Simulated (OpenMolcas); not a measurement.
# CH3F2Si (SMILES C[Si](F)F) at 5 levels

Wanted: a comparison of 5 runs (UHF/STO-3G, UB3LYP/6-31G*, U-r2SCAN/6-311+G**, U-revPBE/6-311+G**, USVWN5/6-311+G**) of CH3F2Si. 

The calculation is run with OpenMolcas 26.06.

## 1. The structure to begin with

CH3F2Si: 7 atoms, total charge 0, spin state doublet. SMILES: `C[Si](F)F`. The shape is that of a PBE0-D4/def2-TZVP optimisation.

Bond lengths: C1–Si2 1.860 Å, Si2–F3 1.598 Å, Si2–F4 1.598 Å, C1–H5 1.091 Å, C1–H6 1.091 Å, C1–H7 1.094 Å. Angles: C1–Si2–F3 108.7°, C1–Si2–F4 108.7°, F3–Si2–F4 106.1°, Si2–C1–H5 110.5°, Si2–C1–H6 110.5°, Si2–C1–H7 108.7°, H5–C1–H6 109.0°, H5–C1–H7 109.0°, H6–C1–H7 109.0°.

## 2. Energy and gradient at UHF/STO-3G (run 1)

test.input

```
* CH3F2Si Hartree-Fock
>>> EXPORT MOLCAS_PRINT=2
&GATEWAY
BasLib
$CurrDir
Coord
7
angstrom
C       -0.274200       0.729000      -0.218000
Si       0.785100      -0.790400      -0.045500
F        1.077400      -1.037600       1.505800
F       -0.050900      -2.056800      -0.546000
H       -0.539200       0.893800      -1.263500
H        0.252700       1.607700       0.157300
H       -1.189800       0.586300       0.364200
Basis
STO-3G
Group
NoSym
&SEWARD
&SCF
UHF
Spin
2
Thresholds
1e-10 1e-07 1e-07 1e-05
PrOrbitals
0
&ALASKA
```

The basis set STO-3G is read from a file made from the Basis Set Exchange's data (not shown).

Started as:

```
$ export MOLCAS_MEM=1860
$ pymolcas test.input > test.log
```

What it wrote:

```text
--- Start Module: gateway ---
[...]
--- Stop Module: gateway /rc=_RC_ALL_IS_WELL_ ---
[...]
      Basis functions           27
[...]
--- Start Module: scf ---
[...]
       Convergence after  14 Iterations
[...]
::    Total SCF energy                               -520.8371257958
[...]
      Total spin, S                                     0.5020679827
[...]
      Total electronic charge=   41.000000
      Total            charge=   -0.000000
[...]
      Dipole Moment (debye):
      Origin of the operator (angstrom)=    0.4530   -0.8524    0.1679
                   X=  8.9470E-01               Y=  1.0182E+00               Z= -9.9759E-01           Total=  1.6830E+00
      Quadrupole Moment (debye*angstrom):
[...]
--- Stop Module: scf /rc=_RC_ALL_IS_WELL_ ---
--- Start Module: alaska ---
[...]
 *              Molecular gradients               *
 **************************************************
  Irreducible representation: a
 ------------------------------------------------------------------------------------------
                              X                       Y                       Z
 ------------------------------------------------------------------------------------------
  C1                6.61483450266864E-03   -5.56452090538784E-05   -3.72402214898582E-03
  SI2              -1.99529650323722E-02   -1.35861228892757E-02    1.77637841842557E-02
  F3                1.52344211517796E-03    4.46641529003244E-03   -1.61580710780065E-02
  F4                1.08094197909612E-02    1.28601858906645E-02    7.45302594364006E-04
  H5               -1.86171960035120E-04   -1.36042025744465E-03   -9.31731018266557E-03
  H6                7.03108767002836E-03    5.19079504146447E-03    3.63738537126190E-03
  H7               -5.83964708640972E-03   -7.51520786642904E-03    7.05293125977846E-03
 ------------------------------------------------------------------------------------------
--- Stop Module: alaska /rc=_RC_ALL_IS_WELL_ ---
[...]
```

Wall time 2.1 s (1 thread of Intel Xeon Platinum 8375C at 2.90GHz (Ice Lake), shared host); peak memory 0.37 GiB.

## 3. Energy and gradient at UB3LYP/6-31G(d) (spherical functions) (run 2)

input.xyz

```xyz
7

C     -0.274200     0.729000    -0.218000
Si     0.785100    -0.790400    -0.045500
F      1.077400    -1.037600     1.505800
F     -0.050900    -2.056800    -0.546000
H     -0.539200     0.893800    -1.263500
H      0.252700     1.607700     0.157300
H     -1.189800     0.586300     0.364200
```

job.inp

```
* CH3F2Si Kohn-Sham DFT
&gateway
baslib = $CurrDir
coord = input.xyz
basis = 6-31Gs
group = NoSym
&seward
gridinput
Grid=UltraFine
End of Grid
&scf
uhf
spin = 2
ksdft = B3LYP
thresholds = 1e-10 1e-07 1e-07 1e-05
prorbitals = 0
&alaska
```

The basis set 6-31G* is read from a file made from the Basis Set Exchange's data (not shown).

Started as:

```
$ export MOLCAS_MEM=1860
$ pymolcas job.inp > job.log
```

What it wrote:

```text
--- Start Module: gateway ---
[...]
--- Stop Module: gateway /rc=_RC_ALL_IS_WELL_ ---
[...]
      Basis functions           66
[...]
--- Start Module: scf ---
[...]
       Convergence after  14 Iterations
[...]
::    Total KS-DFT energy                            -529.1601833237
[...]
      Total spin, S                                     0.5006267179
[...]
      Total electronic charge=   41.000000
      Total            charge=   -0.000000
[...]
      Dipole Moment (debye):
      Origin of the operator (angstrom)=    0.4530   -0.8524    0.1679
                   X= -2.3710E-01               Y=  1.8608E+00               Z= -7.9354E-01           Total=  2.0367E+00
      Quadrupole Moment (debye*angstrom):
[...]
--- Stop Module: scf /rc=_RC_ALL_IS_WELL_ ---
[...]
--- Start Module: alaska ---
[...]
 *              Molecular gradients               *
 **************************************************
  Irreducible representation: a
 ------------------------------------------------------------------------------------------
                              X                       Y                       Z
 ------------------------------------------------------------------------------------------
  C1                2.83291879068148E-03   -3.94014161986966E-03    3.29877914293508E-04
  SI2              -9.91846972215171E-03   -4.56383064732258E-03    7.76001482935662E-03
  F3               -2.73357861188828E-03    1.73523840139644E-03   -1.31834994614834E-02
  F4                7.07536696943123E-03    1.05972228880908E-02    4.64295290736239E-03
  H5                9.66903580832845E-04   -9.33612093972469E-04    1.81180064257491E-03
  H6               -3.50197590576418E-04   -2.10637944111935E-03   -5.90666140637408E-04
  H7                2.12705658370638E-03   -7.88497487197864E-04   -7.70480691511199E-04
 ------------------------------------------------------------------------------------------
--- Stop Module: alaska /rc=_RC_ALL_IS_WELL_ ---
[...]
```

Wall time 25 s (1 thread of Intel Xeon Platinum 8375C at 2.90GHz (Ice Lake), shared host); peak memory 0.41 GiB.

Run 3 isn't shown in full; the table further down has it.

## 4. Energy and forces at U-revPBE/6-311+G(d,p) (run 4)

struct.xyz

```xyz
7

C     -0.274200     0.729000    -0.218000
Si     0.785100    -0.790400    -0.045500
F      1.077400    -1.037600     1.505800
F     -0.050900    -2.056800    -0.546000
H     -0.539200     0.893800    -1.263500
H      0.252700     1.607700     0.157300
H     -1.189800     0.586300     0.364200
```

calc.input

```
* CH3F2Si Kohn-Sham DFT
&gateway
baslib=$CurrDir
coord=struct.xyz
basis=6-311pGss
group=NoSym
&seward
gridinput
Grid=UltraFine
End of Grid
&scf
uhf
spin=2
ksdft=revPBE
thresholds=1e-10 1e-07 1e-07 1e-05
prorbitals=1 2
&alaska
```

The basis set 6-311+G** is read from a file made from the Basis Set Exchange's data (not shown).

Started as:

```
$ export MOLCAS_MEM=1860
$ pymolcas calc.input > calc.log
```

What it wrote:

```text
--- Start Module: gateway ---
[...]
--- Stop Module: gateway /rc=_RC_ALL_IS_WELL_ ---
[...]
      Basis functions          114
[...]
--- Start Module: scf ---
[...]
       Convergence after  14 Iterations
[...]
::    Total KS-DFT energy                            -529.1084124230
[...]
      Total spin, S                                     0.5007571153
[...]
      Total electronic charge=   41.000000
      Total            charge=   -0.000000
[...]
      Dipole Moment (debye):
      Origin of the operator (angstrom)=    0.4530   -0.8524    0.1679
                   X= -3.0536E-01               Y=  2.0956E+00               Z= -8.7273E-01           Total=  2.2905E+00
      Quadrupole Moment (debye*angstrom):
[...]
--- Stop Module: scf /rc=_RC_ALL_IS_WELL_ ---
[...]
--- Start Module: alaska ---
[...]
 *              Molecular gradients               *
 **************************************************
  Irreducible representation: a
 ------------------------------------------------------------------------------------------
                              X                       Y                       Z
 ------------------------------------------------------------------------------------------
  C1                1.42257903389620E-03   -2.43466176673035E-03    3.65617139176821E-04
  SI2              -1.57568292135561E-02   -2.13002421197706E-02    1.92791731734339E-02
  F3               -6.38056955266819E-03    4.54685259174825E-03   -3.09132110984613E-02
  F4                1.64493118841502E-02    2.51691074292992E-02    1.05900336554861E-02
  H5                1.59271746597334E-03   -1.27534809515839E-03    5.48964485152270E-03
  H6               -2.47425658450084E-03   -4.92665901088740E-03   -1.84732824774358E-03
  H7                5.14704696672030E-03    2.20950971686520E-04   -2.96392947359259E-03
 ------------------------------------------------------------------------------------------
--- Stop Module: alaska /rc=_RC_ALL_IS_WELL_ ---
[...]
```

Run time: 52 s. Hardware: 1 thread of Intel Xeon Platinum 8375C at 2.90GHz (Ice Lake), shared host; peak memory 0.69 GiB.

## 5. Energy and gradient at USVWN5/6-311+G(d,p) (run 5)

struct.xyz is that of step 4.

run.inp

```
&GATEWAY
 BasLib=$CurrDir
 Coord=struct.xyz
 Basis=6-311pGss
 Group=NoSym

&SEWARD
 GridInput
 Grid=UltraFine
 End of Grid

&SCF
 UHF
 Spin=2
 KSDFT=SVWN5
 Thresholds=1e-10 1e-07 1e-07 1e-05
 PrOrbitals=1 1

&ALASKA
```

The basis set 6-311+G** is read from a file made from the Basis Set Exchange's data (not shown).

Started as:

```
$ export MOLCAS_MEM=1860
$ pymolcas run.inp > run.log
```

What it wrote:

```text
--- Start Module: gateway ---
[...]
--- Stop Module: gateway /rc=_RC_ALL_IS_WELL_ ---
[...]
      Basis functions          114
[...]
--- Start Module: scf ---
[...]
       Convergence after  15 Iterations
[...]
::    Total KS-DFT energy                            -526.4615793990
[...]
      Total spin, S                                     0.5004194982
[...]
      Total electronic charge=   41.000000
      Total            charge=   -0.000000
[...]
      Dipole Moment (debye):
      Origin of the operator (angstrom)=    0.4530   -0.8524    0.1679
                   X= -3.8804E-01               Y=  2.2111E+00               Z= -8.8463E-01           Total=  2.4129E+00
      Quadrupole Moment (debye*angstrom):
[...]
--- Stop Module: scf /rc=_RC_ALL_IS_WELL_ ---
[...]
--- Start Module: alaska ---
[...]
 *              Molecular gradients               *
 **************************************************
  Irreducible representation: a
 ------------------------------------------------------------------------------------------
                              X                       Y                       Z
 ------------------------------------------------------------------------------------------
  C1               -3.97749998285057E-03    6.85748294357946E-03   -1.28434738157712E-03
  SI2              -6.45795169466368E-03   -1.61449835835397E-02    1.16053259494482E-02
  F3               -1.75379049298208E-03    2.22956867908275E-03   -1.48705407055054E-02
  F4                8.69679611220597E-03    1.16703179248532E-02    4.12477794558797E-03
  H5                1.31628659985839E-03   -7.25637665485390E-04    6.23653687942749E-03
  H6               -3.36735225092699E-03   -4.93460080909047E-03   -2.20894023550455E-03
  H7                5.54351170949552E-03    1.04785251050839E-03   -3.60281245186478E-03
 ------------------------------------------------------------------------------------------
--- Stop Module: alaska /rc=_RC_ALL_IS_WELL_ ---
[...]
```

Wall time 38 s (1 thread of Intel Xeon Platinum 8375C at 2.90GHz (Ice Lake), shared host); peak memory 0.69 GiB.

## 6. Overview of the runs

```csv
run,level,integration grid,task,energy (Eh),dipole moment (D),HOMO energy (eV),LUMO energy (eV),wall time
1,UHF/STO-3G,–,gradient,-520.837126,1.68,-6.32,5.80,2.1 s
2,UB3LYP/6-31G* (spherical functions),UltraFine,gradient,-529.160183,2.04,-5.94,-2.67,25 s
3,U-r2SCAN/6-311+G**,UltraFine,energy,-529.122787,2.35,-5.79,-3.09,68 s
4,U-revPBE/6-311+G**,UltraFine,gradient,-529.108412,2.29,-5.40,-3.45,52 s
5,USVWN5/6-311+G**,UltraFine,gradient,-526.461579,2.41,-5.39,-4.04,38 s
```

## 7. Results

| quantity | value |
| --- | --- |
| run 5: total energy | -526.46158 Eh |
| run 5: dipole moment | 2.41 D |
| run 5: HOMO energy (highest over α and β) | -5.39 eV |
| run 5: LUMO energy (lowest over α and β) | -4.04 eV |
| run 5: ⟨S²⟩ | 0.751 |
| run 5: largest force on an atom | 1.075 eV/Å |

What this shows: The dipole moment (its size) runs from 1.68 D (UHF/STO-3G) to 2.41 D (USVWN5/6-311+G**). The two ends differ in method and basis. Totals of different functionals can't be ranked against each other. In run 1 the basis is minimal, so the values are rough. All runs together took 3.1 min, the longest 68 s.
